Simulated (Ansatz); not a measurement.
# ClFH₄O₂Si₂: a ladder of functionals and wavefunction methods

The task here is to estimate one member of a computed series from the others.

Method: functionals in def2-TZVPP, the program's frozen cores in correlated methods; program: Ansatz 0.2.0, Gaussian basis.

Levels to be run: PBE-D4, r2SCAN-D4, PBE0-D4, B3LYP-D4, ωB97X-V, ωB97M-V, B2PLYP; CCSD(T)/def2-TZVPP; MP2/def2-QZVPP; extrapolation to the limit.

### The geometry

The geometry comes from an earlier relaxation with PBE0-D4 in a triple-zeta def2 set; it is a stationary point, not always the lowest conformer.

SMILES `O[Si@H](Cl)[Si@@H](O)F`, 10 atoms, charge 0, spin multiplicity 1.

Atoms are counted from 1 here; the program's logs count them from 0.

Bond lengths: O1–Si2 1.635 Å, O1–H7 0.958 Å, Si2–F3 1.607 Å, Si2–Si4 2.354 Å, Si2–H8 1.478 Å, Si4–O5 1.641 Å, Si4–Cl6 2.063 Å, Si4–H9 1.480 Å, O5–H10 0.960 Å. Angles: Si2–O1–H7 119.3°, O1–Si2–F3 110.2°, O1–Si2–Si4 113.2°, O1–Si2–H8 105.6°, F3–Si2–Si4 103.6°, F3–Si2–H8 108.0°, Si4–Si2–H8 116.1°, Si2–Si4–O5 110.3°, Si2–Si4–Cl6 106.5°, Si2–Si4–H9 115.6°, O5–Si4–Cl6 111.4°, O5–Si4–H9 105.3°, Cl6–Si4–H9 107.7°, Si4–O5–H10 117.4°.

Set-up of the first run:

Input file in.yaml:

```yaml
crystal:
  periodic: [false, false, false]
  atoms:
    - {symbol: O, position_ang: [0.080760, -0.925851, 2.101891]}
    - {symbol: Si, position_ang: [-0.569579, 0.184622, 1.093815]}
    - {symbol: F, position_ang: [0.110448, 1.620149, 1.335910]}
    - {symbol: Si, position_ang: [-0.135130, -0.258943, -1.176614]}
    - {symbol: O, position_ang: [1.412645, 0.141691, -1.548643]}
    - {symbol: Cl, position_ang: [-1.485796, 0.860266, -2.262547]}
    - {symbol: H, position_ang: [0.988212, -1.204696, 1.969662]}
    - {symbol: H, position_ang: [-1.994207, 0.283520, 1.475726]}
    - {symbol: H, position_ang: [-0.284836, -1.670879, -1.592890]}
    - {symbol: H, position_ang: [1.702784, 1.030817, -1.332910]}
basis:
  gaussian: {orbitals: def2-TZVPP}
hamiltonian: {xc: pbe, dispersion: d4}
output: {forces: true, orbitals: {seedname: orbitals}}
```

Steps of the session up to this table: PBE-D4 (GGA); r2SCAN-D4 (meta-GGA); PBE0-D4 (hybrid); B3LYP-D4 (hybrid); ωB97X-V (range-separated); ωB97M-V (range-separated); B2PLYP (double hybrid); CCSD(T) in def2-TZVPP; MP2 in def2-QZVPP.

One of the session's tables, all rows but one given; the rest of the session is left out.

```
            method  atomisation energy (eV)
            PBE-D4                   38.816
         r2SCAN-D4                   38.582
           PBE0-D4                   37.988
          B3LYP-D4                   38.152
           ωB97X-V                   38.667
           ωB97M-V                        ?
            B2PLYP                   37.914
     HF/def2-TZVPP                   27.728
    MP2/def2-TZVPP                   38.574
   CCSD/def2-TZVPP                   36.792
CCSD(T)/def2-TZVPP                   37.405
           MP2/CBS                   39.917
       CCSD(T)/CBS                   38.748
```

Estimate the missing values for ωB97M-V.

The run gave: atomisation energy (eV): 38.584. In the column «atomisation energy (eV)» it lies between r2SCAN-D4 (38.582) and ωB97X-V (38.667).
